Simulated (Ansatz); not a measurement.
# Palladium, A15 under r²SCAN: relaxation and energy

The plan for palladium in the A15 structure: relax it, then solve it on a dense k-mesh. The start is ferromagnetic. The k-meshes are 5×5×5 for the relaxation; 7×7×7 for the dense run.

Computed with Ansatz 0.2.0 (DFT r2SCAN, plane waves (500 eV) with PAW, scalar-relativistic; PAW files made under PBE, frozen cores solved again for the functional, unless a step says otherwise).

**1. The structure to begin with**

Symmetry: Pm-3n, No. 223, cubic system. Conventional cell: a = 4.901 Å, b = 4.901 Å, c = 4.901 Å, α = 90.00°, β = 90.00°, γ = 90.00°. Pd (site symmetry m-3) has 12 Pd at 2.74 Å as nearest neighbours. Pd (site symmetry -4m2) is surrounded by 6 Pd at 2.45 to 2.74 Å.

Coordinates:

```cif
data_structure
_symmetry_space_group_name_H-M 'P 1'
_symmetry_Int_Tables_number 1
_cell_length_a 4.9008
_cell_length_b 4.9008
_cell_length_c 4.9008
_cell_angle_alpha 90.000
_cell_angle_beta 90.000
_cell_angle_gamma 90.000
_cell_volume 117.71
loop_
_atom_site_label
_atom_site_type_symbol
_atom_site_fract_x
_atom_site_fract_y
_atom_site_fract_z
_atom_site_occupancy
Pd1 Pd 0.00000 0.00000 0.00000 1
Pd2 Pd 0.50000 0.50000 0.50000 1
Pd3 Pd 0.25000 0.00000 0.50000 1
Pd4 Pd 0.75000 0.00000 0.50000 1
Pd5 Pd 0.50000 0.25000 0.00000 1
Pd6 Pd 0.50000 0.75000 0.00000 1
Pd7 Pd 0.00000 0.50000 0.25000 1
Pd8 Pd 0.00000 0.50000 0.75000 1
```

The atoms start with moments of +0.5 ×8 μB.

**2. Relaxing cell and atoms**

input.yaml

```yaml
crystal:
  lattice:
    - [4.9008408999, 0.0, 0.0]
    - [0.0, 4.9008408999, 0.0]
    - [0.0, 0.0, 4.9008408999]
  atoms:
    - { symbol: Pd, position: [0.0, 0.0, 0.0], spin: 0.5 }
    - { symbol: Pd, position: [0.5, 0.5, 0.5], spin: 0.5 }
    - { symbol: Pd, position: [0.25, 0.0, 0.5], spin: 0.5 }
    - { symbol: Pd, position: [0.75, 0.0, 0.5], spin: 0.5 }
    - { symbol: Pd, position: [0.5, 0.25, 0.0], spin: 0.5 }
    - { symbol: Pd, position: [0.5, 0.75, 0.0], spin: 0.5 }
    - { symbol: Pd, position: [0.0, 0.5, 0.25], spin: 0.5 }
    - { symbol: Pd, position: [0.0, 0.5, 0.75], spin: 0.5 }
hamiltonian:
  xc: r2scan
  pseudopotentials:
    kind: paw
    azcp:
      Pd: "pseudopotentials/Pd.paw.azcp"
basis:
  ecutwfc: 500
  fft_grid_basis: typed
kpoints:
  mp_grid: { grid: [5, 5, 5], shift: [0, 0, 0] }
magnetization:
  spin_polarized: true
scf:
  occupations: { method: fermi_dirac, width: 0.05 }
relax:
  max_steps: 60
  f_tol: 0.01
  cell: {}
```

After this run come: Single point on a dense mesh.

Q: Predict the outcome of this session. Wanted: space group; conventional cell; volume; shortest distance; gap on the mesh; magnetic state.

**Answer**, as computed:

```
                      quantity                         value
space group (spins left aside)               Pm-3n (No. 223)
             conventional cell                   a = 4.968 Å
                        volume                15.329 Å³/atom
             shortest distance                       2.484 Å
               gap on the mesh  none (levels filled in part)
                magnetic state                  non-magnetic
```

**Reading.** The relaxation enlarged the cell by 4.2 % in volume. The moments die out: the run ends non-magnetic. Levels at the Fermi energy are filled in part, as in a metal. Relaxation kept the symmetry; phonons were not checked.
